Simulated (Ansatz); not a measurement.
# C2H4BN: the cost of one run

Method: the settings change from run to run; program: Ansatz 0.2.0, Gaussian basis.

1 further run of the same task is left out (it didn't finish).

## (1) The molecule

An earlier PBE0-D4 in a triple-zeta def2 set relaxation fixed the geometry.

SMILES `B1C=NC1`, 8 atoms, charge 0, spin multiplicity 1.

Atoms are counted from 1 here; the program's logs count them from 0.

Bond lengths: B1–C2 1.513 Å, B1–C4 1.568 Å, B1–H5 1.194 Å, C2–N3 1.302 Å, C2–H6 1.085 Å, N3–C4 1.501 Å, C4–H7 1.086 Å, C4–H8 1.090 Å. Angles: C2–B1–C4 88.4°, C2–B1–H5 128.9°, C4–B1–H5 131.1°, B1–C2–N3 84.0°, B1–C2–H6 146.9°, N3–C2–H6 122.8°, C2–N3–C4 99.8°, B1–C4–N3 76.0°, B1–C4–H7 118.1°, B1–C4–H8 122.1°, N3–C4–H7 109.3°, N3–C4–H8 114.2°, H7–C4–H8 111.4°.

## (2) B2PLYP/pcseg-2

File in.yaml:

```yaml
crystal:
  periodic: [false, false, false]
  atoms:
    - {symbol: B, position_ang: [-0.225788, 0.557548, -0.648178]}
    - {symbol: C, position_ang: [0.519558, 0.897253, 0.624145]}
    - {symbol: N, position_ang: [0.088314, -0.264293, 1.024261]}
    - {symbol: C, position_ang: [-0.039220, -0.959855, -0.299535]}
    - {symbol: H, position_ang: [-1.132226, 1.139024, -1.163228]}
    - {symbol: H, position_ang: [0.838189, 1.675236, 1.310459]}
    - {symbol: H, position_ang: [0.906592, -1.430513, -0.550581]}
    - {symbol: H, position_ang: [-0.863119, -1.671399, -0.353141]}
basis:
  gaussian: {orbitals: pcseg-2}
hamiltonian: {xc: {name: B2PLYP}}
output: {forces: true}
```

On the command line:

```bash
ansatz run in.yaml --threads 2 --pin off --events-out ev --progress --plain --max-ram 4352MiB
```

**Question.** How long does this run take on 2 threads of Arm Neoverse V2, shared host, and how much memory does it need?

About 10 s, with a peak of 0.54 GiB.
